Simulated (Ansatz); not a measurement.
**CaPb3 (database structure): how the settings move a relaxation**

Question: which choices in the input matter for CaPb3 (database structure)?

Method: reference: DFT PBEsol, plane waves, PAW, scalar-relativistic, no spin polarisation, in Ansatz 0.2.0.

### Step 1. The starting structure

The structure is cubic, space group Pm-3m (No. 221). The conventional cell has a = 4.850 Å, b = 4.850 Å, c = 4.850 Å, α = 90.00°, β = 90.00°, γ = 90.00°. Ca (site symmetry m-3m) is surrounded by 12 Pb at 3.43 Å. Pb (site symmetry 4/mmm) has 4 Ca at 3.43 Å and 8 Pb at 3.43 Å as nearest neighbours.

Coordinates:

```cif
data_structure
_symmetry_space_group_name_H-M 'Pm-3m'
_symmetry_Int_Tables_number 221
_cell_length_a 4.8504
_cell_length_b 4.8504
_cell_length_c 4.8504
_cell_angle_alpha 90.000
_cell_angle_beta 90.000
_cell_angle_gamma 90.000
_cell_volume 114.11
loop_
_atom_site_label
_atom_site_type_symbol
_atom_site_symmetry_multiplicity
_atom_site_Wyckoff_symbol
_atom_site_fract_x
_atom_site_fract_y
_atom_site_fract_z
_atom_site_occupancy
Ca1 Ca 1 a 0.00000 0.00000 0.00000 1
Pb1 Pb 3 c 0.00000 0.50000 0.50000 1
```

### Step 2. Reference

Input file input.yaml:

```yaml
crystal:
  lattice:
    - [4.850364, 0.0, 0.0]
    - [0.0, 4.850364, 0.0]
    - [0.0, 0.0, 4.850364]
  atoms:
    - { symbol: Ca, position: [0.0, 0.0, 0.0] }
    - { symbol: Pb, position: [0.0, 0.5, 0.5] }
    - { symbol: Pb, position: [0.5, 0.0, 0.5] }
    - { symbol: Pb, position: [0.5, 0.5, 0.0] }
  symmetry: { tolerance: 0.0003 }
kpoints:
  mp_grid: { grid: [4, 4, 4], shift: [0, 0, 0] }
magnetization:
  spin_polarized: false
scf:
  occupations: { method: gaussian, width: 0.2984 }
hamiltonian:
  pseudopotentials: { kind: paw }
  xc: pbesol
basis:
  ecutwfc: 420
output:
  forces: true
  stress: true
  eigenvalues: true
  write_density: true
  write_potential: true
  elf: true
  volumetric_format: npy
relax:
  max_steps: 40
  cell: {}
```

The run is started by

```bash
$ ansatz run input.yaml --threads 1 --pin off --max-ram 2560MiB --backend cpu --events-out ev --progress --plain --runs-dir out
```

### Step 3. Changed: occupations.method fermi_dirac, occupations.width 0.1, ecutwfc 550 eV, accuracy high

Edit input.yaml of step 2 so:

```diff
@@ -16,3 +16,3 @@
 scf:
-  occupations: { method: gaussian, width: 0.2984 }
+  occupations: { method: fermi_dirac, width: 0.1 }
 hamiltonian:
@@ -21,3 +21,3 @@
 basis:
-  ecutwfc: 420
+  ecutwfc: "550 eV"
 output:
@@ -33 +33,2 @@
   cell: {}
+accuracy: high
```

### Step 4. Changed: n_extra_bands 2, mixing.algorithm msr1, mixing.beta 0.7, mixing.ndim 4

Edit input.yaml of step 2 so:

```diff
@@ -17,2 +17,4 @@
   occupations: { method: gaussian, width: 0.2984 }
+  n_extra_bands: 2
+  mixing: { algorithm: msr1, beta: 0.7, ndim: 4 }
 hamiltonian:
```

### Step 5. Variant: eigensolver.kind davidson, scf.algorithm direct_min

Edit input.yaml of step 2 so:

```diff
@@ -17,2 +17,4 @@
   occupations: { method: gaussian, width: 0.2984 }
+  eigensolver: { kind: davidson }
+  algorithm: direct_min
 hamiltonian:
```

### Step 6. Variant: n_extra_bands 32

Edit input.yaml of step 2 so:

```diff
@@ -17,2 +17,3 @@
   occupations: { method: gaussian, width: 0.2984 }
+  n_extra_bands: 32
 hamiltonian:
@@ -26,6 +27,2 @@
   eigenvalues: true
-  write_density: true
-  write_potential: true
-  elf: true
-  volumetric_format: npy
 relax:
```

What does the calculation give? Wanted: for each run, ending; energy change; pressure; gap; force.

The runs gave:

| run | ending | energy change | pressure (GPa) | gap (eV) | force (eV/Å) | cycles | time |
| --- | --- | --- | --- | --- | --- | --- | --- |
| reference | converged | 0 | 0.0 | 0.00 | 0.00 | - | 11 s |
| 1: occupations.method fermi_dirac, occupations.width 0.1, ecutwfc 550 eV, accuracy high | converged | -0.6 meV/atom (σ→0) | 0.0 | 0.00 | 0.00 | 19 | 16 s |
| 2: n_extra_bands 2, mixing.algorithm msr1, mixing.beta 0.7, mixing.ndim 4 | converged | 0.0 meV/atom | 0.0 | 0.00 | 0.00 | - | 10 s |
| 3: eigensolver.kind davidson, scf.algorithm direct_min | converged | 0.0 meV/atom | 0.0 | 0.00 | 0.00 | - | 31 s |
| 4: n_extra_bands 32 | converged | 0.0 meV/atom | 0.0 | 0.00 | 0.00 | - | 17 s |

Times don't compare one to one where runs were asked for different outputs or read a saved state (see the inputs); cycles may leave out searches for a lower state.

**Reading.** No change moves the result by more than the table shows.

Caveats on the reference run: its mesh is coarse for a cell with so small a gap or none.
